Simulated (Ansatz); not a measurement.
# F3H2NSi: the cost of one run

All numbers below are computed with Ansatz 0.2.0 (RKS PBE0-D4/def2-SVP).

**1. The system as given**

Bond lengths: Si1–N2 1.820 Å, N2–H3 1.060 Å, N2–H4 1.060 Å, Si1–F5 1.590 Å, Si1–F6 1.589 Å, Si1–F7 1.589 Å. Angles: Si1–N2–H3 120.0°, Si1–N2–H4 120.0°, H3–N2–H4 120.0°, N2–Si1–F5 109.5°, N2–Si1–F6 109.5°, N2–Si1–F7 109.5°, F5–Si1–F6 109.5°, F5–Si1–F7 109.5°, F6–Si1–F7 109.5°.

As a file:

```xyz
7

Si    0.0000    0.0000    0.0000
N     0.0000    0.0000    1.8200
H    -0.8770   -0.2713    2.3500
H     0.8770    0.2713    2.3500
F     1.4994    0.0000   -0.5295
F    -0.7489    1.2974   -0.5295
F    -0.7489   -1.2974   -0.5295
```

**2. Relaxing the start**

Contents of input.yaml:

```yaml
crystal:
  periodic: [false, false, false]
  atoms:
    - { symbol: Si, position_ang: [0.0, 0.0, 0.0] }
    - { symbol: "N", position_ang: [0.0, 0.0, 1.82] }
    - { symbol: H, position_ang: [-0.877, -0.2713, 2.35] }
    - { symbol: H, position_ang: [0.877, 0.2713, 2.35] }
    - { symbol: F, position_ang: [1.4994, 0.0, -0.5295] }
    - { symbol: F, position_ang: [-0.7489, 1.2974, -0.5295] }
    - { symbol: F, position_ang: [-0.7489, -1.2974, -0.5295] }
basis:
  gaussian: { orbitals: def2-SVP }
hamiltonian:
  xc: pbe0
  dispersion: d4
relax:
  f_tol: 0.02
  max_steps: 40
output:
  orbitals: {}
```

Launch:

```sh
> ansatz run input.yaml --threads 1 --pin off --max-ram 2048MiB --backend cpu --events-out ev --progress --plain --runs-dir out
```

What time and memory should one allow on 1 thread of Intel Xeon Platinum 8488C (Sapphire Rapids), shared host?

About 31 s, with a peak of 0.18 GiB.
